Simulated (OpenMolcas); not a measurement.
**Pd⁴⁺ among point charges: CASSCF and CASPT2 levels and susceptibility**

How does a field of 6 point charges split the states of Pd⁴⁺, and what χT follows?

Method: state-averaged CASSCF and CASPT2, spin-orbit coupling by RASSI with atomic mean-field integrals. Code: OpenMolcas 26.06.

## (1) Starting point

- Species: Pd⁴⁺ (palladium, Z = 46, 42 electrons)
- Basis: ANO-RCC-VTZP [7s6p4d2f1g], 68 functions
- Scalar Hamiltonian: DKH2, point nucleus
- Inactive shells: 1s 2s 2p 3s 3p 3d 4s 4p
- Active space: 6 electrons in 5 orbitals (4d)
- Some configurations of this space: 4d6
- Orbitals: optimised for each spin and parity, averaged over all roots

The outer shells:

4d6
```
4d [↑↓][↑ ][↑ ][↑ ][↑ ]
```

The ion sits among 6 point charges of -1.36 e arranged as an octahedron (Oh), 1.89 Å from the ion.

The work runs as a chain of OpenMolcas steps in one folder; each step below is one input file. Labels, J, g values, rates, χT and fits are worked out afterwards by a script from the matrices that RASSI stores. The input lists half of the charges; inversion (Group=XYZ) makes the rest.

## (2) One- and two-electron integrals

a.inp reads:

```
&GATEWAY
Coord
1

Pd 0.0 0.0 0.0
Basis=ANO-RCC-VTZP
Group=XYZ
NoMove
AngMom=0.0 0.0 0.0
AMFI
XField
3 Angstrom 0
1.890000 0.000000 0.000000 -1.360000
0.000000 1.890000 0.000000 -1.360000
0.000000 0.000000 1.890000 -1.360000
&SEWARD
```

Started as:

```
$ OMP_NUM_THREADS=1 MOLCAS_MEM=1689 MOLCAS_PROJECT=a pymolcas a.inp > a.log
```

## (3) Reference wave functions, quintets of even parity, 5 roots

a.inp reads:

```
&RASSCF
FileOrb=start.orb
Symmetry=1
Spin=5
nActEl=6 0 0
Inactive=9 9
Ras2=5 0
CIRoot=5 5 1
SDav=5
CIMx=300
Iter=120 100
PrWF=0.3
OrbListing=Nothing
MaxOrb=0
>>> COPY $Project.JobIph JOB001
```

start.orb holds the contracted functions of the basis, ordered by shell, or the orbitals of the step before.

## (4) CASSCF: triplets of even parity, 45 roots

a.inp reads:

```
&RASSCF
FileOrb=start.orb
Symmetry=1
Spin=3
nActEl=6 0 0
Inactive=9 9
Ras2=5 0
CIRoot=45 45 1
SDav=45
CIMx=300
Iter=120 100
PrWF=0.3
OrbListing=Nothing
MaxOrb=0
>>> COPY $Project.JobIph JOB002
```

## (5) CASSCF: singlets of even parity, 50 roots

a.inp reads:

```
&RASSCF
FileOrb=start.orb
Symmetry=1
Spin=1
nActEl=6 0 0
Inactive=9 9
Ras2=5 0
CIRoot=50 50 1
SDav=50
CIMx=300
Iter=120 100
PrWF=0.3
OrbListing=Nothing
MaxOrb=0
>>> COPY $Project.JobIph JOB003
```

## (6) State interaction with spin-orbit coupling

a.inp reads:

```
&RASSI
NrOfJobIphs=3 5 45 50
1 2 3 4 5
1 2 3 4 5 6 7 8 9 10 11 12 13 14 15 16 17 18 19 20 21 22 23 24 25 26 27
28 29 30 31 32 33 34 35 36 37 38 39 40 41 42 43 44 45
1 2 3 4 5 6 7 8 9 10 11 12 13 14 15 16 17 18 19 20 21 22 23 24 25 26 27
28 29 30 31 32 33 34 35 36 37 38 39 40 41 42 43 44 45 46 47 48 49 50
IphNames
JOB001
JOB002
JOB003
EJob
SpinOrbit
DIPRint=1.0
SOCoupling=1000.0
Subsets=2
Property=9
'ANGMOM' 1 'ANGMOM' 2 'ANGMOM' 3 'MLTPL  1' 1 'MLTPL  1' 2 'MLTPL  1' 3
'AMFI' 1 'AMFI' 2 'AMFI' 3
SOProperty=3
'ANGMOM' 1 'ANGMOM' 2 'ANGMOM' 3
```

## (7) CASPT2: IPEA 0.25, imaginary shift 0.1 (closed shells correlated: 4s 4p)

a.inp reads:

```
>>> COPY JOB001 $Project.JobIph
&CASPT2
Multistate=5 1 2 3 4 5
NoMult
Frozen=8 6
IPEA=0.25
Imaginary=0.1
MaxIter=60
WThr=0.0 0.3 0.05
PrWF=0.5
NoMix
>>> COPY JOB002 $Project.JobIph
&CASPT2
Multistate=45 1 2 3 4 5 6 7 8 9 10 11 12 13 14 15 16 17 18 19 20 21 22
23 24 25 26 27 28 29 30 31 32 33 34 35 36 37 38 39 40 41 42 43 44 45
NoMult
Frozen=8 6
IPEA=0.25
Imaginary=0.1
MaxIter=60
WThr=0.0 0.3 0.05
PrWF=0.5
NoMix
>>> COPY JOB003 $Project.JobIph
&CASPT2
Multistate=50 1 2 3 4 5 6 7 8 9 10 11 12 13 14 15 16 17 18 19 20 21 22
23 24 25 26 27 28 29 30 31 32 33 34 35 36 37 38 39 40 41 42 43 44 45 46
47 48 49 50
NoMult
Frozen=8 6
IPEA=0.25
Imaginary=0.1
MaxIter=60
WThr=0.0 0.3 0.05
PrWF=0.5
NoMix
```

(Steps that only read results are left out.)

What does the calculation give? Wanted: spin-free ground state; first state of the same spin within the active space; lowest level; next level.

**Answer**, as computed:

| quantity | value |
| --- | --- |
| method | SS-CASPT2, IPEA 0.25, imaginary shift 0.1 (closed shells correlated: 4s 4p) |
| spin-free ground state | 5T2, 3-fold in its orbital part |
| first state of the same spin within the active space | 5E at 5520 cm⁻¹ |
| lowest level | 3-fold T2 |
| next level | 536.8 cm⁻¹ |
| χT at 300 K | 4.45 cm³ K/mol |
| effective moment at 300 K | 5.97 μB |

Cost by method:

```csv
method,time of its own steps,time with the reference
A. CASSCF,23 s,23 s
"B. SS-CASPT2, IPEA 0.25, imaginary shift 0.1, +4s 4p",12 s,35 s
```

Times are of one thread on a shared host.

What this shows: The spin-free ground state (5T2) comes to 100 % from free-ion D terms and keeps the highest spin of the shell. χT at 300 K is 4.45, against 3.01 cm³ K/mol for the spin alone, so orbital moment adds to it. An active space of the d shell alone favours high spin; real ions in strong fields can be low spin. CASPT2 does not keep the components of a term degenerate, and the means are used. The field of point charges can differ much from that of real complexes. With metal d orbitals alone active, the gaps between spin states are rough; where two lie within a few thousand cm-1, their order is open. Point charges carry no covalency, so the field is a model and not that of real ligands.
